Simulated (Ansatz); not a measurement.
# Ga27TeP26: the cost of one run

Program: Ansatz 0.2.0. Level of theory: DFT, PBE, plane-wave PAW, default files, scalar-relativistic, as far as a step names no other. These are calculated values, not measurements.

### Step 1. The structure to begin with

The structure is cubic, space group F-43m (No. 216). Conventional cell: a = 16.352 Å, b = 16.352 Å, c = 16.352 Å, α = 90.00°, β = 90.00°, γ = 90.00°. Ga (site symmetry 3m) has 1 Te at 2.36 Å and 3 P at 2.36 Å as nearest neighbours. Around Ga (site symmetry 2mm) lie 4 P at 2.36 Å. Ga (site symmetry m) has 4 P at 2.36 Å as nearest neighbours. Ga (site symmetry -43m) is surrounded by 4 P at 2.36 Å. Ga (site symmetry 3m) is surrounded by 4 P at 2.36 Å. Te (site symmetry -43m) has 4 Ga at 2.36 Å as nearest neighbours. Around P (site symmetry m) lie 4 Ga at 2.36 Å. P (site symmetry 3m) has 4 Ga at 2.36 Å as nearest neighbours. Only part of the 10 independent sites is listed.

As a file:

```cif
data_structure
_symmetry_space_group_name_H-M 'P 1'
_symmetry_Int_Tables_number 1
_cell_length_a 11.5623
_cell_length_b 11.5623
_cell_length_c 11.5623
_cell_angle_alpha 60.000
_cell_angle_beta 60.000
_cell_angle_gamma 60.000
_cell_volume 1092.98
loop_
_atom_site_label
_atom_site_type_symbol
_atom_site_fract_x
_atom_site_fract_y
_atom_site_fract_z
_atom_site_occupancy
Ga1 Ga 0.00000 0.00000 0.00000 1
Ga2 Ga 0.00000 0.00000 0.33333 1
Ga3 Ga 0.00000 0.00000 0.66667 1
Ga4 Ga 0.00000 0.33333 0.00000 1
Ga5 Ga 0.00000 0.33333 0.33333 1
Ga6 Ga 0.00000 0.33333 0.66667 1
Ga7 Ga 0.00000 0.66667 0.00000 1
Ga8 Ga 0.00000 0.66667 0.33333 1
Ga9 Ga 0.00000 0.66667 0.66667 1
Ga10 Ga 0.33333 0.00000 0.00000 1
Ga11 Ga 0.33333 0.00000 0.33333 1
Ga12 Ga 0.33333 0.00000 0.66667 1
Ga13 Ga 0.33333 0.33333 0.00000 1
Ga14 Ga 0.33333 0.33333 0.33333 1
Ga15 Ga 0.33333 0.33333 0.66667 1
Ga16 Ga 0.33333 0.66667 0.00000 1
Ga17 Ga 0.33333 0.66667 0.33333 1
Ga18 Ga 0.33333 0.66667 0.66667 1
Ga19 Ga 0.66667 0.00000 0.00000 1
Ga20 Ga 0.66667 0.00000 0.33333 1
Ga21 Ga 0.66667 0.00000 0.66667 1
Ga22 Ga 0.66667 0.33333 0.00000 1
Ga23 Ga 0.66667 0.33333 0.33333 1
Ga24 Ga 0.66667 0.33333 0.66667 1
Ga25 Ga 0.66667 0.66667 0.00000 1
Ga26 Ga 0.66667 0.66667 0.33333 1
Ga27 Ga 0.66667 0.66667 0.66667 1
Te1 Te 0.08333 0.08333 0.08333 1
P1 P 0.08333 0.08333 0.41667 1
P2 P 0.08333 0.08333 0.75000 1
P3 P 0.08333 0.41667 0.08333 1
P4 P 0.08333 0.41667 0.41667 1
P5 P 0.08333 0.41667 0.75000 1
P6 P 0.08333 0.75000 0.08333 1
P7 P 0.08333 0.75000 0.41667 1
P8 P 0.08333 0.75000 0.75000 1
P9 P 0.41667 0.08333 0.08333 1
P10 P 0.41667 0.08333 0.41667 1
P11 P 0.41667 0.08333 0.75000 1
P12 P 0.41667 0.41667 0.08333 1
P13 P 0.41667 0.41667 0.41667 1
P14 P 0.41667 0.41667 0.75000 1
P15 P 0.41667 0.75000 0.08333 1
P16 P 0.41667 0.75000 0.41667 1
P17 P 0.41667 0.75000 0.75000 1
P18 P 0.75000 0.08333 0.08333 1
P19 P 0.75000 0.08333 0.41667 1
P20 P 0.75000 0.08333 0.75000 1
P21 P 0.75000 0.41667 0.08333 1
P22 P 0.75000 0.41667 0.41667 1
P23 P 0.75000 0.41667 0.75000 1
P24 P 0.75000 0.75000 0.08333 1
P25 P 0.75000 0.75000 0.41667 1
P26 P 0.75000 0.75000 0.75000 1
```

Atom 28 of the input is the impurity.

### Step 2. Gradients at the starting positions

File input.yaml:

```yaml
crystal:
  lattice:
    - [0.0, 8.17575, 8.17575]
    - [8.17575, 0.0, 8.17575]
    - [8.17575, 8.17575, 0.0]
  atoms:
    - { symbol: Ga, position: [0.0, 0.0, 0.0] }
    - { symbol: Ga, position: [0.0, 0.0, 0.3333333333] }
    - { symbol: Ga, position: [0.0, 0.0, 0.6666666667] }
    - { symbol: Ga, position: [0.0, 0.3333333333, 0.0] }
    - { symbol: Ga, position: [0.0, 0.3333333333, 0.3333333333] }
    - { symbol: Ga, position: [0.0, 0.3333333333, 0.6666666667] }
    - { symbol: Ga, position: [0.0, 0.6666666667, 0.0] }
    - { symbol: Ga, position: [0.0, 0.6666666667, 0.3333333333] }
    - { symbol: Ga, position: [0.0, 0.6666666667, 0.6666666667] }
    - { symbol: Ga, position: [0.3333333333, 0.0, 0.0] }
    - { symbol: Ga, position: [0.3333333333, 0.0, 0.3333333333] }
    - { symbol: Ga, position: [0.3333333333, 0.0, 0.6666666667] }
    - { symbol: Ga, position: [0.3333333333, 0.3333333333, 0.0] }
    - { symbol: Ga, position: [0.3333333333, 0.3333333333, 0.3333333333] }
    - { symbol: Ga, position: [0.3333333333, 0.3333333333, 0.6666666667] }
    - { symbol: Ga, position: [0.3333333333, 0.6666666667, 0.0] }
    - { symbol: Ga, position: [0.3333333333, 0.6666666667, 0.3333333333] }
    - { symbol: Ga, position: [0.3333333333, 0.6666666667, 0.6666666667] }
    - { symbol: Ga, position: [0.6666666667, 0.0, 0.0] }
    - { symbol: Ga, position: [0.6666666667, 0.0, 0.3333333333] }
    - { symbol: Ga, position: [0.6666666667, 0.0, 0.6666666667] }
    - { symbol: Ga, position: [0.6666666667, 0.3333333333, 0.0] }
    - { symbol: Ga, position: [0.6666666667, 0.3333333333, 0.3333333333] }
    - { symbol: Ga, position: [0.6666666667, 0.3333333333, 0.6666666667] }
    - { symbol: Ga, position: [0.6666666667, 0.6666666667, 0.0] }
    - { symbol: Ga, position: [0.6666666667, 0.6666666667, 0.3333333333] }
    - { symbol: Ga, position: [0.6666666667, 0.6666666667, 0.6666666667] }
    - { symbol: Te, position: [0.0833333333, 0.0833333333, 0.0833333333] }
    - { symbol: P, position: [0.0833333333, 0.0833333333, 0.4166666667] }
    - { symbol: P, position: [0.0833333333, 0.0833333333, 0.75] }
    - { symbol: P, position: [0.0833333333, 0.4166666667, 0.0833333333] }
    - { symbol: P, position: [0.0833333333, 0.4166666667, 0.4166666667] }
    - { symbol: P, position: [0.0833333333, 0.4166666667, 0.75] }
    - { symbol: P, position: [0.0833333333, 0.75, 0.0833333333] }
    - { symbol: P, position: [0.0833333333, 0.75, 0.4166666667] }
    - { symbol: P, position: [0.0833333333, 0.75, 0.75] }
    - { symbol: P, position: [0.4166666667, 0.0833333333, 0.0833333333] }
    - { symbol: P, position: [0.4166666667, 0.0833333333, 0.4166666667] }
    - { symbol: P, position: [0.4166666667, 0.0833333333, 0.75] }
    - { symbol: P, position: [0.4166666667, 0.4166666667, 0.0833333333] }
    - { symbol: P, position: [0.4166666667, 0.4166666667, 0.4166666667] }
    - { symbol: P, position: [0.4166666667, 0.4166666667, 0.75] }
    - { symbol: P, position: [0.4166666667, 0.75, 0.0833333333] }
    - { symbol: P, position: [0.4166666667, 0.75, 0.4166666667] }
    - { symbol: P, position: [0.4166666667, 0.75, 0.75] }
    - { symbol: P, position: [0.75, 0.0833333333, 0.0833333333] }
    - { symbol: P, position: [0.75, 0.0833333333, 0.4166666667] }
    - { symbol: P, position: [0.75, 0.0833333333, 0.75] }
    - { symbol: P, position: [0.75, 0.4166666667, 0.0833333333] }
    - { symbol: P, position: [0.75, 0.4166666667, 0.4166666667] }
    - { symbol: P, position: [0.75, 0.4166666667, 0.75] }
    - { symbol: P, position: [0.75, 0.75, 0.0833333333] }
    - { symbol: P, position: [0.75, 0.75, 0.4166666667] }
    - { symbol: P, position: [0.75, 0.75, 0.75] }
total_charge: 1
kpoints:
  mp_grid: { grid: [2, 2, 2] }
scf:
  occupations: { method: fermi_dirac, width: 0.01 }
hamiltonian:
  xc: pbe
  pseudopotentials: { kind: paw }
output:
  forces: true
  stress: true
  populations: true
  efg: { quadrupole_moments_barn: { Ga: 0.107 }, contact_densities: true }
```

Command:

```bash
> ansatz run input.yaml --threads 4 --pin off --max-ram 8192MiB --backend cpu --events-out ev --progress --plain --runs-dir out
```

What time and memory should one allow on 4 threads of Arm Neoverse V1, shared host?

About 56 s, with a peak of 4.7 GiB.
